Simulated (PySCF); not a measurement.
# C6H5ClFNS: NMR shifts and electronic excitations in gas and solvents, part 2 of 2

PySCF 2.14.0. Atoms count from 0. Earlier steps stand in the parts before.

## (7) TDDFT and polarisability: PBE0/def2-SVPD

Job settings and geometry (Å):

```
{"job": {"kind": "uv", "xc": "PBE0", "basis": "def2-SVPD", "dynamic": true, "nstates": 6, "ntriplets": 0}, "charge": 0, "multiplicity": 1}
C      2.737591    -0.069704    -0.265499
S      1.509824    -1.366259    -0.047066
C      0.007360    -0.475977    -0.165755
C     -0.128908     0.903452    -0.374055
C     -1.407510     1.448598    -0.435228
N     -2.521501     0.734918    -0.305021
C     -2.404442    -0.560121    -0.109824
Cl    -3.841648    -1.503892     0.065592
C     -1.174290    -1.213677    -0.034180
F     -1.104990    -2.520747     0.162930
H      2.683254     0.683058     0.534017
H      3.709743    -0.578011    -0.204762
H      2.652120     0.410186    -1.250733
H      0.741822     1.549306    -0.486653
H     -1.534105     2.524228    -0.597399
```

With the program's defaults for keys left out, this is: TDDFT PBE0/def2-SVPD, vertical, gas phase, core orbitals frozen in the response.

Standard output:

```text
coarse grid: 15016 points
cycle   1  E = -1243.1965261671  dE =  1.717e+00  |g| = 5.143e-01  |ddm| = 9.572e+00
cycle   2  E = -1243.1134464453  dE =  8.308e-02  |g| = 8.227e-01  |ddm| = 4.334e+00
cycle   3  E = -1243.2527236079  dE = -1.393e-01  |g| = 9.436e-02  |ddm| = 2.921e+00
cycle   4  E = -1243.2545665925  dE = -1.843e-03  |g| = 5.273e-02  |ddm| = 4.040e-01
cycle   5  E = -1243.2552455871  dE = -6.790e-04  |g| = 1.390e-02  |ddm| = 1.761e-01
cycle   6  E = -1243.2552864468  dE = -4.086e-05  |g| = 5.232e-03  |ddm| = 5.663e-02
cycle   7  E = -1243.2552926826  dE = -6.236e-06  |g| = 1.738e-03  |ddm| = 2.350e-02
final grid: 140200 points
cycle   8  E = -1243.3879280187  dE = -4.015e-05  |g| = 9.777e-03  |ddm| = 2.075e-01
cycle   9  E = -1243.3878934053  dE =  3.461e-05  |g| = 1.529e-02  |ddm| = 8.619e-02
cycle  10  E = -1243.3879515342  dE = -5.813e-05  |g| = 2.158e-03  |ddm| = 5.640e-02
cycle  11  E = -1243.3879526481  dE = -1.114e-06  |g| = 4.791e-04  |ddm| = 7.708e-03
cycle  12  E = -1243.3879527029  dE = -5.476e-08  |g| = 1.775e-04  |ddm| = 2.299e-03
cycle  13  E = -1243.3879527095  dE = -6.582e-09  |g| = 5.630e-05  |ddm| = 5.198e-04
cycle  14  E = -1243.3879527103  dE = -7.665e-10  |g| = 1.156e-05  |ddm| = 2.233e-04
converged SCF energy = -1243.3879527103

Static polarisability (au): isotropic 115.818, principal 68.426 115.834 163.193

Singlet excitations
state   eV       nm        f      main configurations
  1   4.8832    253.9   0.07530   H->L+1 0.41, H->L 0.33, H-1->L 0.20
  2   5.1147    242.4   0.17709   H->L 0.60, H->L+1 0.27, H-1->L 0.10
  3   5.2732    235.1   0.00319   H-2->L 0.99
  4   5.5977    221.5   0.00002   H-2->L+1 0.99
  5   5.6658    218.8   0.13915   H-1->L 0.62, H->L+1 0.30
  6   5.7399    216.0   0.00024   H->L+2 0.83
```

Wall time 78 s (1 thread of Arm Neoverse V1, shared host); peak memory 1.1 GiB.

The orbitals next to the gap, with their largest atomic shares:

| orbital | eV | atoms |
| --- | --- | --- |
| HOMO−3 | -9.20 | Cl7 83 %, C6 8 % |
| HOMO−2 | -8.20 | N5 58 %, C4 11 %, C6 9 % |
| HOMO−1 | -7.62 | Cl7 22 %, C3 20 %, C6 14 % |
| HOMO | -7.02 | S1 48 %, C8 11 %, C2 10 % |
| LUMO | -1.31 | C2 23 %, N5 21 %, C6 14 % |
| LUMO+1 | -0.90 | C4 21 %, C8 18 %, C3 18 % |
| LUMO+2 | 0.04 | S1 41 %, C0 18 %, H12 9 % |

With each of the 6 states as a Gaussian band of 0.4 eV half-width at 1/e, the curve within the window shown has maxima at 242 nm (ε 10,000) L/(mol cm). Beyond the last state computed it falls off for lack of states. The curve at chosen wavelengths:

nm, ε (L/mol/cm) and a bar:
```
      205       2393 ######
      208       3472 #########
      212       4956 ##############
      215       5933 #################
      218       6712 ###################
      222       7475 #####################
      225       7941 #######################
      229       8576 #########################
      232       9097 ##########################
      235       9614 ############################
      239      10146 ##############################
      242      10306 ##############################
      245      10191 ##############################
      249       9587 ############################
      252       8837 ##########################
      255       7907 #######################
      259       6520 ###################
      262       5468 ###############
      265       4471 ############
      269       3296 #########
      272       2556 ######
      276       1765 ####
      279       1308 ###
      282        952 ##
      286        608 #
      289        427
```

Leading natural transition orbitals of singlet state 2: the hole lies on S1 60 %; C3 9 %; N5 7 %; the particle on C2 22 %; N5 20 %; C4, C8 about 16 % each.

Leading natural transition orbitals of singlet state 1: the hole lies on S1 44 %; C8 18 %; N5 9 %; the particle on C3, C6 about 23 % each; C2 13 %; N5 9 %.

Ground-state properties from the same run:

| property | computed |
| --- | --- |
| dipole moment (D) | 4.96 |
| polarisability (Å³) | 17.16 |
| HOMO–LUMO gap (eV) | 5.71 |
| −ε(HOMO) (eV) | 7.02 |
| C6 with itself (au) | 4895 |

Orbitals, density, ELF and potential are computed afterwards from the orbital file.

Frontier orbitals at PBE0/def2-SVPD, with the share of their density that lies nearest to each atom:

| orbital | energy (eV) | lies on |
| --- | --- | --- |
| HOMO | -7.02 | S1 53 %; C8 13 %; N5 8 % |
| LUMO | -1.31 | C2 26 %; N5 21 %; C6 14 % |

ELF in a plane through or near 13 of the atoms.

Ten even steps from '0' (0.00) to '9' (1.00):
```
0000000000000000000000000000
0000000000000000000000000000
0000000000000000210000000000
0000000000000007994000000000
0000000000000029997000000000
0000000000186018994011000000
0000000000599835353587300000
0000000000299759277698400000
0000000242068237571696000000
0000013565204883048830132000
0000699485636215363255887400
0002999969538668187481187400
0000999746455666545364676300
0000173026225204851088774100
0000000027996048786058741000
0000000014663037874003310000
0000000000000002220000000000
0000000000000000000000000000
0000000000000000000000000000
0000000000000000000000000000
```
The map spans 13.1 Å across and 10.5 Å up, centred on the molecule. Atoms in the plane (x, y in Å): C0 (-2.7, -0.3), S1 (-1.4, -1.5), C2 (0.0, -0.5), C3 (0.1, 0.9), C4 (1.3, 1.6), N5 (2.5, 0.9), C6 (2.4, -0.4), Cl7 (3.9, -1.2), C8 (1.3, -1.1), F9 (1.3, -2.5), H11 (-3.7, -0.8), H13 (-0.9, 1.5), H14 (1.3, 2.7).

On the surface of density 0.002 e/bohr³ the electrostatic potential runs, from the 1st to the 99th percentile, from -1.42 V near N5 to 1.47 V near H13.

## (8) Excited states and response: PBE0/def2-SVPD in chloroform

Same as in step 7 but for these lines:

```diff
@@ -1,2 +1,2 @@
-{"job": {"kind": "uv", "xc": "PBE0", "basis": "def2-SVPD", "dynamic": true, "nstates": 6, "ntriplets": 0}, "charge": 0, "multiplicity": 1}
+{"job": {"kind": "uv", "xc": "PBE0", "basis": "def2-SVPD", "solvent": "chloroform", "nstates": 6, "ntriplets": 0}, "charge": 0, "multiplicity": 1}
 C      2.737591    -0.069704    -0.265499
```

With the program's defaults for keys left out, this is: TDDFT PBE0/def2-SVPD, vertical, IEF-PCM chloroform (non-equilibrium linear response), core orbitals frozen in the response.

Standard output:

```text
coarse grid: 15016 points
cycle   1  E = -1243.2067976440  dE =  1.707e+00  |g| = 5.038e-01  |ddm| = 9.591e+00
cycle   2  E = -1243.1336816275  dE =  7.312e-02  |g| = 7.825e-01  |ddm| = 4.083e+00
cycle   3  E = -1243.2614060887  dE = -1.277e-01  |g| = 7.031e-02  |ddm| = 2.686e+00
cycle   4  E = -1243.2623799118  dE = -9.738e-04  |g| = 3.714e-02  |ddm| = 2.746e-01
cycle   5  E = -1243.2627035289  dE = -3.236e-04  |g| = 1.112e-02  |ddm| = 1.314e-01
cycle   6  E = -1243.2627305719  dE = -2.704e-05  |g| = 3.689e-03  |ddm| = 4.947e-02
cycle   7  E = -1243.2627337891  dE = -3.217e-06  |g| = 1.075e-03  |ddm| = 1.620e-02
final grid: 140200 points
cycle   8  E = -1243.3953145371  dE = -4.251e-05  |g| = 9.286e-03  |ddm| = 2.078e-01
cycle   9  E = -1243.3952945611  dE =  1.998e-05  |g| = 1.303e-02  |ddm| = 7.554e-02
cycle  10  E = -1243.3953362415  dE = -4.168e-05  |g| = 1.531e-03  |ddm| = 4.619e-02
cycle  11  E = -1243.3953367487  dE = -5.072e-07  |g| = 3.738e-04  |ddm| = 6.006e-03
cycle  12  E = -1243.3953367803  dE = -3.159e-08  |g| = 1.474e-04  |ddm| = 2.132e-03
cycle  13  E = -1243.3953367849  dE = -4.562e-09  |g| = 4.781e-05  |ddm| = 5.404e-04
cycle  14  E = -1243.3953367854  dE = -5.393e-10  |g| = 8.163e-06  |ddm| = 1.572e-04
converged SCF energy = -1243.3953367854

Static polarisability (au): isotropic 147.747, principal 86.015 151.441 205.784

Singlet excitations
state   eV       nm        f      main configurations
  1   4.8255    256.9   0.20775   H->L 0.61, H->L+1 0.24, H-1->L 0.11
  2   4.9873    248.6   0.15846   H->L+1 0.47, H->L 0.35, H-1->L 0.16
  3   5.3906    230.0   0.00438   H-2->L 0.99
  4   5.5955    221.6   0.20669   H-1->L 0.67, H->L+1 0.27
  5   5.7522    215.5   0.00003   H-2->L+1 0.99
  6   5.8817    210.8   0.00062   H->L+3 0.85
```

Wall time 56 s (1 thread of Arm Neoverse V1, shared host); peak memory 1.1 GiB.

This run: HOMO -6.92 eV, LUMO -1.28 eV; lowest singlet 4.83 eV.

## (9) Ultraviolet spectrum: PBE0/def2-SVPD in tetrahydrofuran

Same as in step 8 but for these lines:

```diff
@@ -1,2 +1,2 @@
-{"job": {"kind": "uv", "xc": "PBE0", "basis": "def2-SVPD", "solvent": "chloroform", "nstates": 6, "ntriplets": 0}, "charge": 0, "multiplicity": 1}
+{"job": {"kind": "uv", "xc": "PBE0", "basis": "def2-SVPD", "solvent": "tetrahydrofuran", "nstates": 6, "ntriplets": 0}, "charge": 0, "multiplicity": 1}
 C      2.737591    -0.069704    -0.265499
```

Level: TDDFT PBE0/def2-SVPD, vertical, IEF-PCM tetrahydrofuran (non-equilibrium linear response), core orbitals frozen in the response.

Standard output:

```text
coarse grid: 15016 points
cycle   1  E = -1243.2082346168  dE =  1.705e+00  |g| = 5.025e-01  |ddm| = 9.593e+00
cycle   2  E = -1243.1367859135  dE =  7.145e-02  |g| = 7.766e-01  |ddm| = 4.055e+00
cycle   3  E = -1243.2627178218  dE = -1.259e-01  |g| = 6.781e-02  |ddm| = 2.656e+00
cycle   4  E = -1243.2636176960  dE = -8.999e-04  |g| = 3.544e-02  |ddm| = 2.600e-01
cycle   5  E = -1243.2639107590  dE = -2.931e-04  |g| = 1.085e-02  |ddm| = 1.276e-01
cycle   6  E = -1243.2639367157  dE = -2.596e-05  |g| = 3.524e-03  |ddm| = 4.930e-02
cycle   7  E = -1243.2639396635  dE = -2.948e-06  |g| = 1.011e-03  |ddm| = 1.535e-02
final grid: 140200 points
cycle   8  E = -1243.3965106802  dE = -4.265e-05  |g| = 9.254e-03  |ddm| = 2.079e-01
cycle   9  E = -1243.3964919022  dE =  1.878e-05  |g| = 1.284e-02  |ddm| = 7.472e-02
cycle  10  E = -1243.3965322831  dE = -4.038e-05  |g| = 1.469e-03  |ddm| = 4.526e-02
cycle  11  E = -1243.3965327432  dE = -4.601e-07  |g| = 3.617e-04  |ddm| = 5.815e-03
cycle  12  E = -1243.3965327725  dE = -2.923e-08  |g| = 1.433e-04  |ddm| = 2.110e-03
cycle  13  E = -1243.3965327768  dE = -4.318e-09  |g| = 4.692e-05  |ddm| = 5.506e-04
cycle  14  E = -1243.3965327773  dE = -5.193e-10  |g| = 7.925e-06  |ddm| = 1.509e-04
converged SCF energy = -1243.3965327773

Static polarisability (au): isotropic 153.477, principal 90.084 157.881 212.466

Singlet excitations
state   eV       nm        f      main configurations
  1   4.8251    257.0   0.20410   H->L 0.61, H->L+1 0.24, H-1->L 0.11
  2   4.9825    248.8   0.15562   H->L+1 0.48, H->L 0.35, H-1->L 0.15
  3   5.4122    229.1   0.00437   H-2->L 0.99
  4   5.6001    221.4   0.20125   H-1->L 0.67, H->L+1 0.26
  5   5.7786    214.6   0.00003   H-2->L+1 0.99
  6   5.9033    210.0   0.00071   H->L+3 0.83
```

It took 55 s on 1 thread of Arm Neoverse V1, shared host; peak memory 1.1 GiB.

Key values: HOMO -6.92 eV, LUMO -1.28 eV; lowest singlet 4.83 eV.

## (10) Comparing the runs: NMR shifts

Shifts (ppm) of some atoms, chosen among heavy atoms and hydrogens apart, with basis size and wall time:

| run | C2 | C6 | C0 | H14 | H13 | S1 | N5 | functions | time |
| --- | --- | --- | --- | --- | --- | --- | --- | --- | --- |
| PBE0/pcSseg-1 in chloroform | 149.5 | 145.8 | 16.9 | 8.23 | 6.99 | -6 | 327.7 | 209 | 37 s |
| PBE0/pcSseg-1 in tetrahydrofuran | 150.0 | 145.5 | 17.0 | 8.25 | 7.07 | -6 | 326.3 | 209 | 34 s |
| WP04/pcSseg-1 in chloroform | 153.3 | 149.6 | 20.6 | 7.98 | 6.79 | 38 | 321.5 | 209 | 36 s |
| wB97X-D/pcSseg-1 in chloroform | 151.7 | 147.0 | 16.7 | 8.27 | 7.06 | -14 | 329.2 | 209 | 47 s |

## (11) Comparing the runs: electronic excitations

Excitations and ground-state properties, with basis size and wall time:

| run | lowest singlet (eV) | brightest (eV) | f | gap (eV) | α (Å³) | μ (D) | functions | time |
| --- | --- | --- | --- | --- | --- | --- | --- | --- |
| PBE0/def2-SVPD | 4.88 | 5.11 | 0.177 | 5.71 | 17.16 | 4.96 | 257 | 78 s |
| PBE0/def2-SVPD in chloroform | 4.83 | 4.83 | 0.208 | 5.64 | 21.89 | 6.36 | 257 | 56 s |
| PBE0/def2-SVPD in tetrahydrofuran | 4.83 | 4.83 | 0.204 | 5.63 | 22.74 | 6.58 | 257 | 55 s |

The continuum's effect on the ground state:

| solvent | ε | polarisation energy (Eh) | μ (D) |
| --- | --- | --- | --- |
| chloroform | 4.71 | -0.0088 | 6.36 |
| tetrahydrofuran | 7.43 | -0.0105 | 6.58 |

## (12) What came out

What follows sums up all 2 parts.

| quantity | value |
| --- | --- |
| point group | Cs |
| rotational constants (main isotopes) | 2.06, 0.64, 0.49 GHz |
| 13C shifts against TMS (PBE0/pcSseg-1, chloroform) | 158.1, 149.6, 149.5, 145.8, 124.4, 16.9 ppm |
| 1H shifts against TMS (PBE0/pcSseg-1, chloroform, means over atoms taken as alike) | 8.23, 6.99, 2.47 ppm |
| 33S shifts against CS2 (PBE0/pcSseg-1, chloroform) | -6 ppm |
| 15N shifts against NH3 (PBE0/pcSseg-1, chloroform) | 327.7 ppm |
| 19F shifts against CFCl3 (PBE0/pcSseg-1, chloroform) | -123.7 ppm |
| shieldings of Cl (PBE0/pcSseg-1, chloroform) | Cl7 704.1 ppm |
| lowest singlet (PBE0/def2-SVPD) | 4.88 eV (254 nm), f = 0.075 |
| brightest single state of those computed | state 2, 5.11 eV, f = 0.177 |
| surface potential, 1st and 99th percentile | -1.42 V and 1.47 V |
| range of the shift of N5 (PBE0/pcSseg-1 runs) | 326.3 to 327.7 ppm |
| range of the lowest singlet | 4.83 to 4.88 eV |

**Reading.** The optimisation took 6 steps and gained 0.214 eV; among the close pairs (by a distance rule), C3–H13 changed most, from 1.036 to 1.090 Å. At PBE0/pcSseg-1: The widest tensor belongs to N5: span 549 ppm, with a paramagnetic part of -392 ppm. NICS(1)zz of -23 ppm above the planar ring from C2 marks a diatropic (aromatic) ring current. The lowest singlet, at 4.88 eV, is HOMO→LUMO+1 0.41, HOMO→LUMO 0.33 and is bright; of the 6 states computed, the strongest absorption comes from state 2 at 5.11 eV. By nearest atom (PBE0/def2-SVPD), the HOMO sits on S1 53 %; C8 13 % and the LUMO on C2 26 %; N5 21 %. At one level, PBE0/pcSseg-1: Among the atoms with a shift in every run: Across the 2 runs the shift of N5 moves most, between 326.3 (PBE0/pcSseg-1 in tetrahydrofuran) and 327.7 ppm (PBE0/pcSseg-1 in chloroform). The lowest singlet runs from 4.83 eV (PBE0/def2-SVPD in tetrahydrofuran) to 4.88 eV (PBE0/def2-SVPD), while the orbital gap spans 5.63 to 5.71 eV. The lowest state need not be the same one in every run. The continuum holds electrostatics alone: no hydrogen bonds to the solvent, and the gas-phase geometry is kept.
